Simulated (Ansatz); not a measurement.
# CH₃BClF: a ladder of functionals and wavefunction methods

The task here is to estimate one member of a computed series from the others.

Program: Ansatz 0.2.0, Gaussian basis. Level of theory: functionals in def2-TZVPP, the program's frozen cores in correlated methods. These are calculated values, not measurements.

Plan: LDA (SPW92), PBE-D4, revPBE-D4, BLYP-D4, r2SCAN-D4, B97M-V, PBE0-D4, B3LYP-D4, r2SCANh-D4, r2SCAN0-D4, HSE06-D4, BHLYP-D4, CAM-B3LYP-D4, LC-ωPBE, ωB97X-V, ωB97M-V, B2PLYP, PBE-QIDH; CCSD(T)/def2-SVP; CCSD(T)/def2-TZVPP; MP2/def2-QZVPP; extrapolation to the limit; RPA on PBE.

## Structure used throughout

All runs share one geometry, relaxed beforehand with PBE0-D4 in a triple-zeta def2 set.

SMILES `FCBCl`, 7 atoms, charge 0, spin multiplicity 1.

Atoms are counted from 1 here; the program's logs count them from 0.

Bond lengths: F1–C2 1.379 Å, C2–B3 1.557 Å, C2–H5 1.101 Å, C2–H6 1.101 Å, B3–Cl4 1.731 Å, B3–H7 1.193 Å. Angles: F1–C2–B3 115.8°, F1–C2–H5 108.6°, F1–C2–H6 108.6°, B3–C2–H5 108.9°, B3–C2–H6 108.9°, H5–C2–H6 105.4°, C2–B3–Cl4 122.1°, C2–B3–H7 119.3°, Cl4–B3–H7 118.6°.

Set-up of the first run:

The input, in.yaml:

```yaml
crystal:
  periodic: [false, false, false]
  atoms:
    - {symbol: F, position_ang: [-1.411693, 0.980643, 0.176961]}
    - {symbol: C, position_ang: [-0.072312, 0.653403, 0.197557]}
    - {symbol: B, position_ang: [0.277680, -0.800731, -0.233946]}
    - {symbol: Cl, position_ang: [-0.939686, -1.936129, -0.710080]}
    - {symbol: H, position_ang: [0.471867, 1.358023, -0.449549]}
    - {symbol: H, position_ang: [0.316659, 0.827431, 1.212340]}
    - {symbol: H, position_ang: [1.418682, -1.150741, -0.238983]}
basis:
  gaussian: {orbitals: def2-TZVPP}
hamiltonian: {xc: lda}
output: {orbitals: {seedname: orbitals}}
```

Command:

```console
$ ansatz run in.yaml --threads 2 --pin off --events-out ev --progress --plain --max-ram 4352MiB
```

Among the steps run: LDA; PBE-D4 (GGA); revPBE-D4 (GGA); BLYP-D4 (GGA); r2SCAN-D4 (meta-GGA); B97M-V (meta-GGA); PBE0-D4 (hybrid); B3LYP-D4 (hybrid); r2SCANh-D4 (hybrid); r2SCAN0-D4 (hybrid); HSE06-D4 (hybrid); BHLYP-D4 (hybrid); CAM-B3LYP-D4 (range-separated); LC-ωPBE (range-separated); ωB97X-V (range-separated); ωB97M-V (range-separated); B2PLYP (double hybrid); PBE-QIDH (double hybrid).

One table of the session follows, with a row left open; its other results are not shown here.

| functional | HOMO (eV) | LUMO (eV) | gap (eV) |
| --- | --- | --- | --- |
| LDA (SPW92) | -7.28 | -2.76 | 4.53 |
| PBE-D4 | -7.17 | -2.50 | 4.67 |
| revPBE-D4 | -7.12 | -2.39 | 4.73 |
| BLYP-D4 | -7.09 | -2.34 | 4.74 |
| r2SCAN-D4 | -7.50 | -2.16 | 5.34 |
| B97M-V | -7.62 | -2.15 | 5.47 |
| PBE0-D4 | -8.63 | -1.52 | 7.11 |
| B3LYP-D4 | -8.41 | -1.73 | 6.68 |
| r2SCANh-D4 | -8.04 | -1.82 | 6.22 |
| r2SCAN0-D4 | -8.84 | -1.31 | 7.53 |
| HSE06-D4 | -8.23 | -1.91 | 6.32 |
| BHLYP-D4 | -9.99 | -0.45 | 9.55 |
| CAM-B3LYP-D4 | ? | ? | ? |
| LC-ωPBE | -11.44 | 0.81 | 12.25 |
| ωB97X-V | -11.08 | 0.73 | 11.82 |
| ωB97M-V | -10.94 | 0.53 | 11.47 |

**Question.** Estimate the row for CAM-B3LYP-D4.

The run gave: HOMO (eV): -10.07; LUMO (eV): -0.38; gap (eV): 9.69. In the column «HOMO (eV)» it lies between ωB97M-V (-10.94) and BHLYP-D4 (-9.99).
